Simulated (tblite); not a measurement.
# C6H13GaN2: the cost of one run

Programs: tblite 0.8.0 and PySCF 2.14.0, with density-fitted response routines of our own. Each step states its level of theory. These are calculated values for one molecule in the gas phase, unless marked as measured. Atoms count from 0, in the outputs and in this text.

## 1. The molecule as given

22 atoms, charge 0, multiplicity 1; geometry from: force field or distance geometry start.

Bonds of the start (Å): C0–C1 1.47, C1–N2 1.15, N2–Ga3 1.87, Ga3–N4 1.93, N4–C5 1.47, Ga3–C6 2.01, C6–C7 1.52, C7–C8 1.52, C8–C6 1.51, C0–H9 1.10, C0–H10 1.10, C0–H11 1.11, Ga3–H12 1.63, N4–H13 1.05, C5–H14 1.11, C5–H15 1.11, C5–H16 1.10, C6–H17 1.11, C7–H18 1.10, C7–H19 1.11, C8–H20 1.12, C8–H21 1.10.

## 2. Geometry optimisation with GFN2-xTB

Job settings and geometry (Å):

```
{"job": {"kind": "relax", "xc": "GFN2-xTB", "basis": "xTB"}, "charge": 0, "multiplicity": 1}
C      3.436200     0.131600    -1.461400
C      2.252900    -0.062800    -0.616300
N      1.340800    -0.230000     0.071300
Ga    -0.172700    -0.470800     1.140300
N     -0.973600    -2.181400     0.755400
C     -1.400300    -2.221300    -0.650500
C     -1.508100     0.997700     0.825000
C     -0.906600     2.361100     0.516500
C     -1.548300     1.532300    -0.589900
H      4.011300    -0.806100    -1.506000
H      4.055200     0.942000    -1.040000
H      3.092100     0.414800    -2.478800
H      0.271500    -0.452100     2.704300
H     -0.221000    -2.900700     0.872000
H     -0.537500    -2.031200    -1.326300
H     -2.187300    -1.460000    -0.818500
H     -1.819700    -3.217600    -0.870900
H     -2.487400     1.043600     1.353200
H      0.194800     2.404100     0.461800
H     -1.522000     3.220600     0.853200
H     -2.552700     1.913900    -0.907300
H     -0.828300     1.091600    -1.301700
```

Launch:

```
$ OMP_NUM_THREADS=1 python probes_run.py task.json out
```

This one command runs all jobs of the session in turn.

Q: Estimate the wall time and peak memory of this first job on 1 thread of Arm Neoverse N1, shared host.

About 2.5 s, with a peak of 0.18 GiB.
